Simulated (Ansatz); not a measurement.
# C₂H₄N₂Si: basis-set convergence

The task here is to estimate one member of a computed series from the others.

Program: Ansatz 0.2.0, Gaussian basis. Level of theory: one geometry, several basis sets. These are calculated values, not measurements.

Plan: PBE0-D4/def2-SVP; ωB97M-V/def2-SVP; PBE0-D4/def2-QZVPP; ωB97M-V/def2-QZVPP; the functionals' def2-TZVPP values are taken from earlier runs.

## The geometry

An earlier PBE0-D4 in a triple-zeta def2 set relaxation fixed the geometry.

SMILES `N=C1N=C[SiH2]1`, 9 atoms, charge 0, spin multiplicity 1.

Atoms are counted from 1 here; the program's logs count them from 0.

Bond lengths: N1–C2 1.253 Å, N1–H6 1.024 Å, C2–N3 1.451 Å, C2–Si5 1.901 Å, N3–C4 1.291 Å, C4–Si5 1.887 Å, C4–H7 1.088 Å, Si5–H8 1.486 Å, Si5–H9 1.486 Å. Angles: C2–N1–H6 110.2°, N1–C2–N3 127.5°, N1–C2–Si5 141.2°, N3–C2–Si5 91.3°, C2–N3–C4 102.6°, N3–C4–Si5 97.2°, N3–C4–H7 120.6°, Si5–C4–H7 142.2°, C2–Si5–C4 68.9°, C2–Si5–H8 119.2°, C2–Si5–H9 119.2°, C4–Si5–H8 117.9°, C4–Si5–H9 117.9°, H8–Si5–H9 109.2°.

Set-up of the first run:

in.yaml reads:

```yaml
crystal:
  periodic: [false, false, false]
  atoms:
    - {symbol: N, position_ang: [-0.139981, 2.069642, 0.535398]}
    - {symbol: C, position_ang: [0.008722, 0.879756, 0.171678]}
    - {symbol: N, position_ang: [0.972591, 0.361326, -0.781143]}
    - {symbol: C, position_ang: [0.705842, -0.902007, -0.791918]}
    - {symbol: Si, position_ang: [-0.703969, -0.858284, 0.462280]}
    - {symbol: H, position_ang: [0.535078, 2.673152, 0.056706]}
    - {symbol: H, position_ang: [1.272318, -1.581347, -1.424974]}
    - {symbol: H, position_ang: [-2.074796, -1.169052, -0.020893]}
    - {symbol: H, position_ang: [-0.487406, -1.519584, 1.775667]}
basis:
  gaussian: {orbitals: def2-SVP}
hamiltonian: {xc: pbe0, dispersion: d4}
output: {orbitals: {seedname: orbitals}}
```

Run with:

```sh
ansatz run in.yaml --threads 2 --pin off --events-out ev --progress --plain --max-ram 4352MiB
```

Among the steps run: PBE0-D4 in def2-SVP; ωB97M-V in def2-SVP; PBE0-D4 in def2-QZVPP; ωB97M-V in def2-QZVPP.

One of the session's tables, all rows but one given; the rest of the session is left out.

It belongs to the step «Functionals by basis». 

| functional | basis | HOMO (eV) |
| --- | --- | --- |
| PBE0-D4 | def2-SVP | -7.11 |
| PBE0-D4 | def2-TZVPP | ? |
| PBE0-D4 | def2-QZVPP | -7.28 |
| ωB97M-V | def2-SVP | -9.33 |
| ωB97M-V | def2-TZVPP | -9.50 |
| ωB97M-V | def2-QZVPP | -9.53 |

**Question.** Estimate the row for PBE0-D4, def2-TZVPP.

The run gave: HOMO (eV): -7.25. In the column «HOMO (eV)» it lies between PBE0-D4, def2-QZVPP (-7.28) and PBE0-D4, def2-SVP (-7.11).
